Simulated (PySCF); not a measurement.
# C7H14S: NMR shifts in solvents

Aim: compute the NMR shifts of C7H14S (`CCSCC1CCC1`), and see what a dielectric continuum does where one was used.

The runs use PySCF 2.14.0, with density-fitted response routines of our own; the level of theory stands in each step. All values are computed, except where a source is named. Atoms are numbered from 0 throughout.

## Step 1: Starting geometry

22 atoms, charge 0, multiplicity 1; geometry from: GFN2-xTB. The atoms were then displaced at random by about 0.01 Å, so the start is not that level's minimum.

Bonds of the start (Å): C0–C1 1.54, C1–S2 1.84, S2–C3 1.80, C3–C4 1.55, C4–C5 1.54, C5–C6 1.54, C6–C7 1.54, C7–C4 1.52, C0–H8 1.09, C0–H9 1.07, C0–H10 1.07, C1–H11 1.10, C1–H12 1.11, C3–H13 1.08, C3–H14 1.09, C4–H15 1.12, C5–H16 1.09, C5–H17 1.09, C6–H18 1.09, C6–H19 1.12, C7–H20 1.09, C7–H21 1.11.

## Step 2: Relaxing the molecule at PBE0-D3(BJ)/def2-SVP

The job: settings as JSON, then the geometry in Å.

```
{"job": {"xc": "PBE0", "basis": "def2-SVP", "d3": "d3bj", "grid": 1, "shake": 0.01, "kind": "geom"}, "charge": 0, "multiplicity": 1}
C      3.426410    -0.651780    -0.288600
C      2.861780     0.440020     0.635190
S      1.223570     0.018320     1.347260
C      0.208120     0.259290    -0.115810
C     -1.284730     0.270040     0.286590
C     -2.307980     0.377420    -0.854580
C     -3.063760    -0.813860    -0.248090
C     -1.888340    -1.062160     0.708910
H      2.772380    -0.729690    -1.152230
H      3.449690    -1.584860     0.233200
H      4.399080    -0.361060    -0.614070
H      3.527760     0.572220     1.505630
H      2.733170     1.413870     0.119130
H      0.443340     1.209480    -0.562660
H      0.363480    -0.570570    -0.809220
H     -1.433660     1.063990     1.059840
H     -1.861280     0.154870    -1.823250
H     -2.857840     1.317370    -0.919830
H     -3.312500    -1.630050    -0.932080
H     -4.008740    -0.500390     0.267980
H     -2.174010    -1.164270     1.756810
H     -1.281020    -1.936870     0.413380
```

Launch:

```bash
$ OMP_NUM_THREADS=1 python probes_run.py task.json out
```

The driver reads the jobs from task.json and runs them one after another.

The program printed:

```text
step   0  E = -672.55704418  max force = 0.028636
step   1  E = -672.56312548  max force = 0.003507
step   2  E = -672.56328603  max force = 0.000822
step   3  E = -672.56336191  max force = 0.001136
step   4  E = -672.56348712  max force = 0.002121
step   5  E = -672.56364303  max force = 0.002111
step   6  E = -672.56377635  max force = 0.001206
step   7  E = -672.56387335  max force = 0.000627
step   8  E = -672.56392386  max force = 0.001176
step   9  E = -672.56395732  max force = 0.000866
step  10  E = -672.56397520  max force = 0.000522
step  11  E = -672.56397867  max force = 0.000234
optimisation converged
```

It took 6 min on 1 thread of Arm Neoverse N1, shared host; peak memory 0.87 GiB.

Step by step:

```
step  energy from step 0 (eV)  largest force component (eV/Å)
   0                   0.0000                          1.4725
   1                  -0.1655                          0.1803
   2                  -0.1698                          0.0423
   3                  -0.1719                          0.0584
   4                  -0.1753                          0.1091
   5                  -0.1796                          0.1086
   6                  -0.1832                          0.0620
   7                  -0.1858                          0.0322
   8                  -0.1872                          0.0605
   9                  -0.1881                          0.0445
  10                  -0.1886                          0.0268
  11                  -0.1887                          0.0120
```

Distances of close pairs at the start and the end, largest changes first:

```
  bond  before (Å)  after (Å)  change (Å)
C0–H10       1.066      1.102      +0.036
 C3–C4       1.546      1.512      -0.034
 C0–H9       1.069      1.100      +0.031
C3–H13       1.076      1.104      +0.028
 C4–C7       1.522      1.543      +0.021
C6–H19       1.121      1.101      -0.021
 C1–S2       1.835      1.815      -0.021
 C0–C1       1.538      1.518      -0.020
```

The next job starts from the end point, and lists it.

```
                         at the end point                value
  point group (found at 0.08 Å tolerance)                   C1
rotational constants (GHz, main isotopes)  4.077, 0.738, 0.724
                        dipole moment (D)                 1.46
```

## Step 3: NMR shieldings: PBE0/pcSseg-1 in chloroform

The job: settings as JSON, then the geometry in Å.

```
{"job": {"kind": "nmr", "xc": "PBE0", "basis": "pcSseg-1", "solvent": "chloroform", "pop": true}, "charge": 0, "multiplicity": 1}
C      3.313465    -0.732179    -0.225763
C      2.861272     0.440850     0.624513
S      1.210290     0.255931     1.355138
C      0.168397     0.509564    -0.109645
C     -1.282856     0.291414     0.254558
C     -2.336599     0.308249    -0.873218
C     -3.063088    -0.843834    -0.153968
C     -1.761367    -1.129778     0.618342
H      2.661309    -0.874796    -1.100911
H      3.300794    -1.664902     0.356945
H      4.337092    -0.570614    -0.600858
H      3.530477     0.576198     1.488646
H      2.888457     1.385553     0.056196
H      0.321216     1.531951    -0.496390
H      0.460199    -0.200803    -0.901573
H     -1.572998     0.999011     1.050218
H     -1.896191    -0.025326    -1.827053
H     -2.885549     1.245174    -1.052529
H     -3.485220    -1.650451    -0.771592
H     -3.855139    -0.469070     0.512494
H     -1.830872    -1.393220     1.683814
H     -1.142916    -1.890064     0.114373
```

With the program's defaults for keys left out, this is: GIAO PBE0/pcSseg-1 NMR shielding, non-relativistic, IEF-PCM chloroform.

The program printed:

```text
coarse grid: 17912 points
cycle   1  E = -672.7173844278  dE =  7.021e-01  |g| = 3.814e-01  |ddm| = 4.070e+00
cycle   2  E = -672.7143460369  dE =  3.038e-03  |g| = 4.165e-01  |ddm| = 7.494e-01
cycle   3  E = -672.7591733516  dE = -4.483e-02  |g| = 4.228e-02  |ddm| = 3.802e-01
cycle   4  E = -672.7595416294  dE = -3.683e-04  |g| = 1.753e-02  |ddm| = 6.715e-02
cycle   5  E = -672.7596103569  dE = -6.873e-05  |g| = 3.949e-03  |ddm| = 2.198e-02
cycle   6  E = -672.7596137411  dE = -3.384e-06  |g| = 1.118e-03  |ddm| = 4.280e-03
final grid: 165416 points
cycle   7  E = -672.8132452601  dE = -4.248e-05  |g| = 1.088e-02  |ddm| = 3.583e-02
cycle   8  E = -672.8132288271  dE =  1.643e-05  |g| = 1.360e-02  |ddm| = 2.127e-02
cycle   9  E = -672.8132756047  dE = -4.678e-05  |g| = 4.014e-04  |ddm| = 1.206e-02
cycle  10  E = -672.8132756368  dE = -3.210e-08  |g| = 1.662e-04  |ddm| = 5.261e-04
cycle  11  E = -672.8132756430  dE = -6.216e-09  |g| = 4.247e-05  |ddm| = 1.524e-04
cycle  12  E = -672.8132756435  dE = -4.268e-10  |g| = 5.587e-06  |ddm| = 4.710e-05
converged SCF energy = -672.8132756435

GIAO shielding tensors (ppm)
atom      isotropic    diamagn.    paramagn.     s11        s22        s33       span
  0 C      168.329     247.129     -78.800    146.151    173.079    185.756     39.605
  1 C      153.441     250.738     -97.297    139.204    148.943    172.176     32.971
  2 S      533.043    1059.093    -526.050    416.724    450.789    731.617    314.893
  3 C      141.940     250.500    -108.560    115.535    146.421    163.865     48.330
  4 C      149.326     245.772     -96.445    130.890    153.192    163.897     33.007
  5 C      154.186     249.260     -95.073    140.593    147.180    174.785     34.192
  6 C      165.220     254.771     -89.551    153.518    167.131    175.011     21.492
  7 C      154.000     248.194     -94.194    141.851    146.894    173.257     31.406
  8 H       29.802      30.585      -0.783     24.624     30.524     34.257      9.633
  9 H       30.330      29.006       1.324     26.424     28.425     36.141      9.717
 10 H       29.965      26.185       3.779     24.977     26.854     38.063     13.086
 11 H       28.934      29.531      -0.597     22.452     27.625     36.725     14.274
 12 H       28.844      30.929      -2.085     23.125     28.283     35.124     11.998
 13 H       28.828      32.511      -3.683     23.625     28.990     33.869     10.244
 14 H       28.830      33.227      -4.397     23.314     30.621     32.556      9.242
 15 H       29.032      32.260      -3.228     24.915     30.031     32.151      7.237
 16 H       29.645      30.808      -1.163     26.628     28.853     33.455      6.827
 17 H       29.271      29.829      -0.558     25.580     26.242     35.992     10.412
 18 H       29.620      28.794       0.825     25.505     26.361     36.993     11.488
 19 H       29.436      29.730      -0.293     26.403     26.710     35.196      8.793
 20 H       29.319      30.575      -1.255     24.965     27.834     35.160     10.195
 21 H       29.753      31.245      -1.492     26.318     30.007     32.934      6.617
```

Run time: 70 s. Hardware: 1 thread of Arm Neoverse N1, shared host; peak memory 1.2 GiB.

Shifts follow as δ = σ(reference) − σ, with reference shieldings (ppm) from runs at the same level and on the same kind of geometry: 1H TMS 31.25, 13C TMS 185.2, 33S CS2 495. The references are single molecules in the same continuum. Atoms listed in one row are averaged.

```
      atoms                         environment  σ (ppm)  δ (ppm)
         C3                 sp3 CH2 bonded to S    141.9     43.2
         C4                    sp3 CH in a ring    149.3     35.8
         C1                 sp3 CH2 bonded to S    153.4     31.7
     C5, C7                   sp3 CH2 in a ring    154.1     31.1
         C6                   sp3 CH2 in a ring    165.2     19.9
         C0                       methyl carbon    168.3     16.8
   H13, H14  hydrogen on an sp3 CH2 bonded to S    28.83     2.42
   H11, H12  hydrogen on an sp3 CH2 bonded to S    28.89     2.36
        H15     hydrogen on an sp3 CH in a ring    29.03     2.21
   H17, H20    hydrogen on an sp3 CH2 in a ring    29.30     1.95
        H19    hydrogen on an sp3 CH2 in a ring    29.44     1.81
        H18    hydrogen on an sp3 CH2 in a ring    29.62     1.63
   H16, H21    hydrogen on an sp3 CH2 in a ring    29.70     1.55
H8, H9, H10         hydrogen on a methyl carbon    30.03     1.21
         S2                      sulfide sulfur      533      -38
```

Charges from the same density, by scheme (e):

```
 atoms  Mulliken    IAO  Hirshfeld  ESP fit
    C0     -0.28  -0.41      -0.12    -0.14
    C1     -0.37  -0.33      -0.07     0.10
    S2     -0.08   0.03      -0.04    -0.28
    C3     -0.25  -0.33      -0.07    -0.80
    C4     -0.35  -0.10      -0.03     0.44
C5, C7     -0.16  -0.26      -0.07    -0.33
    C6     -0.24  -0.26      -0.07     0.03
```

Mayer bond orders: C0–C1 1.02, C1–S2 1.00, S2–C3 0.97, C3–C4 1.01, C4–C5 0.99, C5–C6 1.03, C6–C7 1.03, C7–C4 0.99.

Ring of atoms C4, C5, C6, C7: NICS(0) -2.0, NICS(1) -1.5, NICS(1)zz 3.4 ppm (means of both faces).

## Step 4: NMR shieldings: PBE0/pcSseg-1 in dimethylsulfoxide

Settings changed since step 3:

```diff
@@ -1,2 +1,2 @@
-{"job": {"kind": "nmr", "xc": "PBE0", "basis": "pcSseg-1", "solvent": "chloroform", "pop": true}, "charge": 0, "multiplicity": 1}
+{"job": {"kind": "nmr", "xc": "PBE0", "basis": "pcSseg-1", "solvent": "dimethylsulfoxide", "pop": false}, "charge": 0, "multiplicity": 1}
 C      3.313465    -0.732179    -0.225763
```

With the program's defaults for keys left out, this is: GIAO PBE0/pcSseg-1 NMR shielding, non-relativistic, IEF-PCM dimethylsulfoxide.

The program printed:

```text
coarse grid: 17912 points
cycle   1  E = -672.7197131878  dE =  6.999e-01  |g| = 3.792e-01  |ddm| = 4.070e+00
cycle   2  E = -672.7171372805  dE =  2.576e-03  |g| = 4.116e-01  |ddm| = 7.372e-01
cycle   3  E = -672.7609188229  dE = -4.378e-02  |g| = 4.080e-02  |ddm| = 3.698e-01
cycle   4  E = -672.7612594188  dE = -3.406e-04  |g| = 1.707e-02  |ddm| = 6.315e-02
cycle   5  E = -672.7613237160  dE = -6.430e-05  |g| = 3.815e-03  |ddm| = 2.095e-02
cycle   6  E = -672.7613269032  dE = -3.187e-06  |g| = 1.051e-03  |ddm| = 3.936e-03
final grid: 165416 points
cycle   7  E = -672.8149410144  dE = -4.268e-05  |g| = 1.086e-02  |ddm| = 3.576e-02
cycle   8  E = -672.8149256068  dE =  1.541e-05  |g| = 1.344e-02  |ddm| = 2.107e-02
cycle   9  E = -672.8149712892  dE = -4.568e-05  |g| = 3.732e-04  |ddm| = 1.172e-02
cycle  10  E = -672.8149713154  dE = -2.625e-08  |g| = 1.684e-04  |ddm| = 4.669e-04
cycle  11  E = -672.8149713219  dE = -6.458e-09  |g| = 3.966e-05  |ddm| = 1.528e-04
cycle  12  E = -672.8149713223  dE = -3.761e-10  |g| = 5.627e-06  |ddm| = 4.429e-05
converged SCF energy = -672.8149713223

GIAO shielding tensors (ppm)
atom      isotropic    diamagn.    paramagn.     s11        s22        s33       span
  0 C      168.370     247.249     -78.879    145.987    173.093    186.030     40.043
  1 C      153.624     250.704     -97.080    139.138    149.064    172.670     33.532
  2 S      538.369    1059.291    -520.922    419.959    457.375    737.772    317.813
  3 C      142.234     250.531    -108.297    115.477    146.981    164.246     48.769
  4 C      149.308     245.857     -96.548    130.842    153.111    163.972     33.131
  5 C      154.432     249.216     -94.784    140.637    147.590    175.068     34.431
  6 C      165.421     254.778     -89.358    153.658    167.340    175.264     21.606
  7 C      154.321     248.484     -94.162    142.071    147.268    173.626     31.555
  8 H       29.740      30.515      -0.775     24.554     30.447     34.219      9.665
  9 H       30.374      29.049       1.325     26.470     28.472     36.181      9.710
 10 H       29.914      26.117       3.797     24.919     26.770     38.054     13.135
 11 H       28.898      29.462      -0.564     22.385     27.572     36.737     14.352
 12 H       28.769      30.815      -2.046     23.027     28.182     35.098     12.071
 13 H       28.770      32.469      -3.700     23.506     28.937     33.866     10.360
 14 H       28.738      33.126      -4.388     23.175     30.551     32.489      9.314
 15 H       29.040      32.298      -3.258     24.915     30.049     32.156      7.241
 16 H       29.580      30.749      -1.169     26.552     28.773     33.416      6.864
 17 H       29.263      29.808      -0.545     25.557     26.222     36.009     10.452
 18 H       29.608      28.776       0.832     25.487     26.339     36.997     11.510
 19 H       29.419      29.715      -0.295     26.378     26.691     35.189      8.811
 20 H       29.369      30.643      -1.274     25.013     27.897     35.196     10.183
 21 H       29.750      31.287      -1.537     26.324     29.996     32.929      6.605
```

It took 74 s on 1 thread of Arm Neoverse N1, shared host; peak memory 1.2 GiB.

In short: δ C3 43.2, C4 36.2, C1 31.9, C5 31.1, H13 2.49, H11 2.41 ppm (means over like atoms).

## Step 5: Side by side: NMR shifts

Shifts (ppm) of some atoms, chosen among heavy atoms and hydrogens apart, means over like atoms, with basis size and wall time:

```
                               run    C4    C1    C6    C0   H13   H11   S2  functions  time
       PBE0/pcSseg-1 in chloroform  35.8  31.7  19.9  16.8  2.42  2.36  -38        213  70 s
PBE0/pcSseg-1 in dimethylsulfoxide  36.2  31.9  20.1  17.1  2.49  2.41  -43        213  74 s
```

The continuum's effect on the ground state:

```
          solvent      ε  polarisation energy (Eh)  μ (D)
       chloroform   4.71                   -0.0043   2.08
dimethylsulfoxide  46.83                   -0.0066   2.36
```

## Step 6: Outcome

```
                                                                           quantity                                               value
                                                                        point group                                                  C1
                                               rotational constants (main isotopes)                                4.08, 0.74, 0.72 GHz
13C shifts against TMS (PBE0/pcSseg-1, chloroform, means over atoms taken as alike)              43.2, 35.8, 31.7, 31.1, 19.9, 16.8 ppm
 1H shifts against TMS (PBE0/pcSseg-1, chloroform, means over atoms taken as alike)  2.42, 2.36, 2.21, 1.95, 1.81, 1.63, 1.55, 1.21 ppm
                                 33S shifts against CS2 (PBE0/pcSseg-1, chloroform)                                             -38 ppm
                                                           range of the shift of S2                                      -43 to -38 ppm
```

In words: Over 11 steps the energy fell by 0.189 eV; of the close pairs, C0–H10 changed most, 1.066 to 1.102 Å. At PBE0/pcSseg-1: The largest span, 315 ppm, is at S2, where the paramagnetic term is -526 ppm. In ppm, S2 moves most: its shift spreads over 5 ppm, from -43 (PBE0/pcSseg-1 in dimethylsulfoxide) to -38 (PBE0/pcSseg-1 in chloroform). The continuum holds electrostatics alone: no hydrogen bonds to the solvent, and the gas-phase geometry is kept.
